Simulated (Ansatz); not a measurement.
# AsBBrH3 (SMILES [AsH2]BBr): single points off equilibrium

The task here is to estimate one member of a computed series from the others.

Computed with Ansatz 0.2.0, Gaussian basis. Level: single points in def2-TZVPP.

Correlated methods freeze the cores. Filled d shells of the heavier atoms are correlated.

## Starting geometry

SMILES `[AsH2]BBr`, 6 atoms, charge 0, spin multiplicity 1.

Atoms are counted from 1 here; the program's logs count them from 0.

Bond lengths: As1–B2 2.047 Å, As1–H4 1.510 Å, As1–H5 1.529 Å, B2–Br3 1.859 Å, B2–H6 1.159 Å. Angles: B2–As1–H4 94.4°, B2–As1–H5 89.5°, H4–As1–H5 91.2°, As1–B2–Br3 122.6°, As1–B2–H6 119.8°, Br3–B2–H6 117.5°.

Coordinates:

```tsv
atom	x (Å)	y (Å)	z (Å)
As1	-1.22940	0.51240	-0.04930
B2	0.56890	-0.18200	0.63830
Br3	1.24280	-1.84970	0.16910
H4	-1.29350	-0.45850	-1.20460
H5	-0.48940	1.53760	-0.90860
H6	1.16610	0.43720	1.41550
```

The first run:

run/in.yaml reads:

```yaml
crystal:
  periodic: [false, false, false]
  atoms:
    - {symbol: As, position_ang: [-1.229400, 0.512400, -0.049300]}
    - {symbol: B, position_ang: [0.568900, -0.182000, 0.638300]}
    - {symbol: Br, position_ang: [1.242800, -1.849700, 0.169100]}
    - {symbol: H, position_ang: [-1.293500, -0.458500, -1.204600]}
    - {symbol: H, position_ang: [-0.489400, 1.537600, -0.908600]}
    - {symbol: H, position_ang: [1.166100, 0.437200, 1.415500]}
basis:
  gaussian: {orbitals: def2-TZVPP}
correlation: {method: ccsd_t}
output: {forces: true}
```

The command line of these runs was not kept.

Among the steps run: CCSD(T)/def2-TZVPP; PBE0-D4/def2-TZVPP; wB97M-V/def2-TZVPP; r2SCAN-D4/def2-TZVPP; PBE-D4/def2-TZVPP; LC-wPBE/def2-TZVPP; BLYP-D4/def2-TZVPP.

One of the session's tables, all rows but one given; the rest of the session is left out.

```
   method  RMS force component (eV/Å)  angle to CCSD(T) forces (°)  dipole (D)
  CCSD(T)                       0.402                    reference        0.33
  PBE0-D4                           ?                            ?           ?
  wB97M-V                       0.388                          5.4        0.33
r2SCAN-D4                       0.413                          5.2        0.34
   PBE-D4                       0.448                         21.4        0.27
  LC-wPBE                       0.431                         19.3        0.41
  BLYP-D4                       0.450                         25.7        0.23
```

**Question.** Estimate the row for PBE0-D4.

The run gave: RMS force component (eV/Å): 0.403; angle to CCSD(T) forces (°): 9.1; dipole (D): 0.34. In the column «RMS force component (eV/Å)» it lies between CCSD(T) (0.402) and r2SCAN-D4 (0.413).
